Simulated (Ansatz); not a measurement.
# F8Re2: the cost of one run

Program: Ansatz 0.2.0. Level of theory: the levels named in each step. These are calculated values, not measurements.

## Step 1: The starting structure

Bond lengths: F1–Re2 1.784 Å, Re2–F3 1.784 Å, Re2–F4 1.784 Å, Re2–F5 1.784 Å, Re2–Re6 2.444 Å, Re6–F7 1.784 Å, Re6–F8 1.784 Å, Re6–F9 1.784 Å, Re6–F10 1.784 Å. Angles (14 of 20 angles, heavy atoms first): F1–Re2–F3 168.3°, F1–Re2–F4 89.4°, F1–Re2–F5 89.4°, F1–Re2–Re6 95.8°, F3–Re2–F4 89.4°, F3–Re2–F5 89.4°, F3–Re2–Re6 95.8°, F4–Re2–F5 168.3°, F4–Re2–Re6 95.8°, F5–Re2–Re6 95.8°, Re2–Re6–F7 95.8°, Re2–Re6–F8 95.8°, Re2–Re6–F9 95.8°, Re2–Re6–F10 95.8°.

Structure file:

```xyz
10

F    -1.2011   -1.8368   -0.5510
Re   -0.4876   -0.2906   -1.0824
F     0.0808    1.1691   -1.9356
F     0.9355   -1.1777   -1.6905
F    -2.0558    0.5100   -0.7961
Re    0.4876    0.2906    1.0824
F     1.1843    1.8461    0.5561
F    -0.0808   -1.1691    1.9356
F    -0.9426    1.1608    1.6983
F     2.0629   -0.4931    0.7883
```

## Step 2: A rough first relaxation, PBE-D4/def2-SVP

This run stands in another session on the same molecule. It ended at:

```xyz
10

F    -1.2307   -1.9066   -0.5325
Re   -0.4510   -0.2697   -1.0029
F     0.1017    1.2328   -1.9755
F     0.9969   -1.2151   -1.7232
F    -2.1254    0.5410   -0.7849
Re    0.4478    0.2715    1.0039
F     1.2195    1.9129    0.5359
F    -0.0975   -1.2351    1.9742
F    -1.0036    1.2091    1.7276
F     2.1255   -0.5313    0.7824
```

## Step 3: Relaxation, HF/def2-SVP

input.yaml reads:

```yaml
crystal:
  periodic: [false, false, false]
  atoms:
    - { symbol: F, position_ang: [-1.2306596, -1.90664575, -0.53248648] }
    - { symbol: Re, position_ang: [-0.45103957, -0.26968008, -1.00291326] }
    - { symbol: F, position_ang: [0.10167553, 1.23277583, -1.9754621] }
    - { symbol: F, position_ang: [0.99693207, -1.21510806, -1.72317464] }
    - { symbol: F, position_ang: [-2.12541404, 0.54098645, -0.78488766] }
    - { symbol: Re, position_ang: [0.44776545, 0.27149639, 1.00389394] }
    - { symbol: F, position_ang: [1.2195278, 1.91286958, 0.5358617] }
    - { symbol: F, position_ang: [-0.0974558, -1.23513218, 1.97421045] }
    - { symbol: F, position_ang: [-1.00360699, 1.20910199, 1.72757423] }
    - { symbol: F, position_ang: [2.12547515, -0.53130416, 0.78244381] }
basis:
  gaussian: { orbitals: def2-SVP }
hamiltonian:
  xc: hf
relax:
  f_tol: 0.002
  max_steps: 150
```

The run is started by

```sh
$ ansatz run input.yaml --threads 4 --pin off --max-ram 10240MiB --backend cpu --events-out ev --progress --plain --runs-dir out
```

Q: Estimate wall time and peak memory on 4 threads of Arm Neoverse N1, shared host.

About 3.6 min, with a peak of 0.73 GiB.
